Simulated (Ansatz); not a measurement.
Geometry optimisation, DFT PBE, scalar-relativistic, plane waves, PAW (Ansatz).

input.yaml

```yaml
crystal:
  lattice:
    - [0.0, 5.43, 5.43]
    - [5.43, 0.0, 5.43]
    - [5.43, 5.43, 0.0]
  atoms:
    - { symbol: Si, position: [0.0, 0.0, 0.0] }
    - { symbol: Si, position: [0.125, 0.125, 0.125] }
    - { symbol: Si, position: [0.0, 0.0, 0.5] }
    - { symbol: Si, position: [0.125, 0.125, 0.625] }
    - { symbol: Si, position: [0.0, 0.5, 0.0] }
    - { symbol: Si, position: [0.125, 0.625, 0.125] }
    - { symbol: Si, position: [0.0, 0.5, 0.5] }
    - { symbol: Si, position: [0.125, 0.625, 0.625] }
    - { symbol: Si, position: [0.5, 0.0, 0.0] }
    - { symbol: Si, position: [0.625, 0.125, 0.125] }
    - { symbol: Si, position: [0.5, 0.0, 0.5] }
    - { symbol: Si, position: [0.625, 0.125, 0.625] }
    - { symbol: Si, position: [0.5, 0.5, 0.0] }
    - { symbol: Si, position: [0.625, 0.625, 0.125] }
    - { symbol: Si, position: [0.5, 0.5, 0.5] }
    - { symbol: Si, position: [0.625, 0.625, 0.625] }
    - { symbol: B, position: [0.3690795, 0.8900696, 0.866648], spin: 1.0 }
magnetization:
  spin_polarized: true
basis:
  ecutwfc: 420.0
kpoints:
  mp_grid: { grid: [2, 2, 2] }
hamiltonian:
  xc: pbe
  pseudopotentials: { kind: paw, azcp: { folder: soft_1 } }
scf:
  occupations: { method: fermi_dirac, width: 0.05 }
  lower_state_search: "off"
relax:
  f_tol: 0.08
  max_steps: 25
  adjacent_minimum: "off"
output:
  write_density: true
  write_potential: true
  elf: true
  volumetric_format: npy
```

Command:

```bash
$ ansatz run input.yaml --threads 1 --pin off --max-ram 3072MiB --backend cpu --events-out ev --progress --plain --runs-dir out
```

Question: Where does it end, and by what steps?

Answer: The forces met the threshold. The force dipped under the threshold on the way, but the program's further checks kept it going. Limits of this set-up: coarse k mesh. After 14 steps the energy has fallen by 0.137 eV; B17 moved furthest, 0.44 Å. Joined: Si4–B17 (2.64 → 2.22 Å).

```csv
step,energy less start (eV),largest force component (eV/Å),accepted
0,0.0000,0.352,yes
1,-0.0548,0.159,yes
2,-0.0727,0.056,yes
3,-0.0767,0.087,yes
4,-0.0972,0.130,yes
5,-0.1130,0.110,yes
6,-0.1260,0.085,yes
7,-0.1302,0.026,yes
8,-0.1309,0.029,yes
9,-0.1317,0.029,yes
10,-0.1298,0.193,no
11,-0.1341,0.027,yes
12,-0.1343,0.116,yes
13,-0.1369,0.042,yes
14,-0.1369,0.042,yes
```

```xyz
17
Lattice="0.0000 5.4300 5.4300 5.4300 0.0000 5.4300 5.4300 5.4300 0.0000" Properties=species:S:1:pos:R:3
Si 0.018 0.082 -0.030
Si 1.411 1.383 1.345
Si 2.727 2.783 0.002
Si 4.095 4.093 1.383
Si 2.736 0.025 2.701
Si 4.066 1.402 4.044
Si 5.450 2.763 2.733
Si 6.797 4.136 4.076
Si -0.077 2.651 2.631
Si 1.305 4.000 4.039
Si 2.667 5.500 2.740
Si 4.063 6.807 4.111
Si 2.712 2.714 5.428
Si 4.051 4.088 6.762
Si 5.418 5.452 5.443
Si 6.758 6.829 6.779
B 9.641 6.302 6.950
```

Whether the end is a true minimum wasn't checked by a vibrational analysis.

Time of the run: 7.3 min on 1 thread of AMD EPYC 7R43 64-Core Processor (Zen 3), on a shared host, peak memory 0.71 GiB.
